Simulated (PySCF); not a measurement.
# C5H6F2: geometry, spin-spin couplings

Wanted: the spin-spin couplings of C5H6F2 (`FC(F)[C@H]1C=CC1`), by calculation.

Programs: PySCF 2.14.0, with density-fitted response routines of our own. Each step states its level of theory. These are calculated values for one molecule in the gas phase, unless marked as measured. Atoms are numbered from 0 throughout.

## Step 1: The molecule as given

13 atoms, charge 0, multiplicity 1; geometry from: GFN2-xTB. The atoms were then displaced at random by about 0.01 Å, so the start is not that level's minimum.

Bonds of the start (Å): F0–C1 1.39, C1–F2 1.35, C1–C3 1.49, C3–C4 1.54, C4–C5 1.32, C5–C6 1.52, C6–C3 1.57, C1–H7 1.10, C3–H8 1.10, C4–H9 1.08, C5–H10 1.08, C6–H11 1.08, C6–H12 1.08.

## Step 2: Optimising the geometry at PBE0-D3(BJ)/def2-SVP

What the job is given:

```
{"job": {"xc": "PBE0", "basis": "def2-SVP", "d3": "d3bj", "grid": 1, "shake": 0.01, "kind": "geom"}, "charge": 0, "multiplicity": 1}
F      2.352250    -0.698780    -0.573150
C      1.379710     0.291610    -0.668720
F      2.027500     1.473190    -0.576040
C      0.392520     0.159530     0.437070
C     -0.895860     0.973390     0.249750
C     -1.691110    -0.075100     0.146070
C     -0.564760    -1.080380     0.313320
H      0.961490     0.248910    -1.680130
H      0.859560     0.266820     1.423460
H     -1.036620     2.041370     0.246780
H     -2.751940    -0.219620     0.016290
H     -0.371280    -1.711990    -0.542690
H     -0.655650    -1.685830     1.197680
```

The run is started by

```
$ OMP_NUM_THREADS=1 python probes_run.py task.json out
```

One launch serves the whole session: the jobs run in the order shown.

**Question.** This job is followed by: B3LYP/6-31G* indirect spin-spin coupling, non-relativistic, gas phase. Predict these results of the whole session: point group; rotational constants (main isotopes); largest coupling of the table (B3LYP/6-31G*).

The runs gave:

| quantity | value |
| --- | --- |
| point group | C1 |
| rotational constants (main isotopes) | 5.39, 1.98, 1.55 GHz |
| largest coupling of the table (B3LYP/6-31G*) | ²J(F,F) F0–F2, 301.7 Hz |

**Reading.** Over 8 steps the energy fell by 0.118 eV; of the close pairs, F0–C1 changed most, 1.391 to 1.353 Å. No frequency check was run at this level, so the end point may be a saddle. In the run at B3LYP/6-31G*, the largest coupling of the table is F0–F2, 301.7 Hz, of which the Fermi-contact term gives 109.2 Hz. Couplings across rotatable bonds belong to this one conformer; where others are populated, the observed values are averages. Density functionals describe couplings to fluorine poorly, F–F couplings above all, so those rows are rough. Couplings from bases without tight functions are rough.
